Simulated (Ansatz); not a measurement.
C₂H₇FSi₂, SMILES FC1([SiH3])C[SiH2]1, energies of removing a hydrogen

Program: Ansatz's Python interface.

`c2h7fsi2.py`:
```python
import ansatz as az


def energy(molecule, charge=0, unpaired=0):
    calc = molecule.calculation().basis(gaussian='6-31G*').correlation('MP2')
    if charge:
        calc = calc.charge(charge)
    if unpaired:
        calc = calc.spin('collinear', total=unpaired)
    report = calc.run().report
    if report['published_state_doubts']:
        print('  doubts:', report['published_state_doubts'])
    return report['free_energy_ev']

GEOMETRY = '''
F    -1.53750    0.32620    1.27320
C    -0.48380    0.15990    0.43980
Si    0.94730   -0.68020    1.24480
C    -0.18620    1.21230   -0.60810
Si   -0.81070   -0.50630   -1.25530
H     2.14450   -0.74110    0.33610
H     1.44080    0.05670    2.47720
H     0.66250   -2.05400    1.64100
H    -1.01000    1.98380   -0.68820
H     0.74000    1.47170   -0.89680
H    -2.14410   -0.29110   -1.85840
H     0.31400   -0.99320   -2.07150
'''

def without(molecule, index):
    rest = az.Crystal.molecule()
    for i, site in enumerate(molecule.cartesian_sites):
        if i != index:
            rest = rest.atom(site.symbol, site.position_ang)
    return rest

system = az.Crystal.molecule()
for line in GEOMETRY.strip().splitlines():
    symbol, *xyz = line.split()
    system = system.atom(symbol, [float(v) for v in xyz])

whole = energy(system, 0)
hydrogen = energy(az.Crystal.molecule().atom('H', (0, 0, 0)), 0, 1)
print(f'E(molecule) = {whole:.5f} eV, E(H) = {hydrogen:.5f} eV')
for index in [7, 9, 11]:
    radical = energy(without(system, index), 0, 1)
    print(f'H{index}: homolysis {23.060548 * (radical + hydrogen - whole):.1f} kcal/mol')
```

Output of `python c2h7fsi2.py`:
```text
E(molecule) = -20614.47171 eV, E(H) = -13.55761 eV
H7: homolysis 84.7 kcal/mol
H9: homolysis 102.7 kcal/mol
H11: homolysis 80.4 kcal/mol
```

Total energies depend on the basis set; only differences at equal settings carry meaning. The geometry is a force-field or estimated start, not a minimum of this method, and the basis set is short of its limit. All parts are taken at fixed geometry, without zero-point energy. It ran for 9.2 s on 1 thread of Intel(R) Xeon(R) Platinum 8488C (Sapphire Rapids), on a shared host, peak memory 0.3 GiB.

(Lines on the test bed's own set-up are left out of the output.)
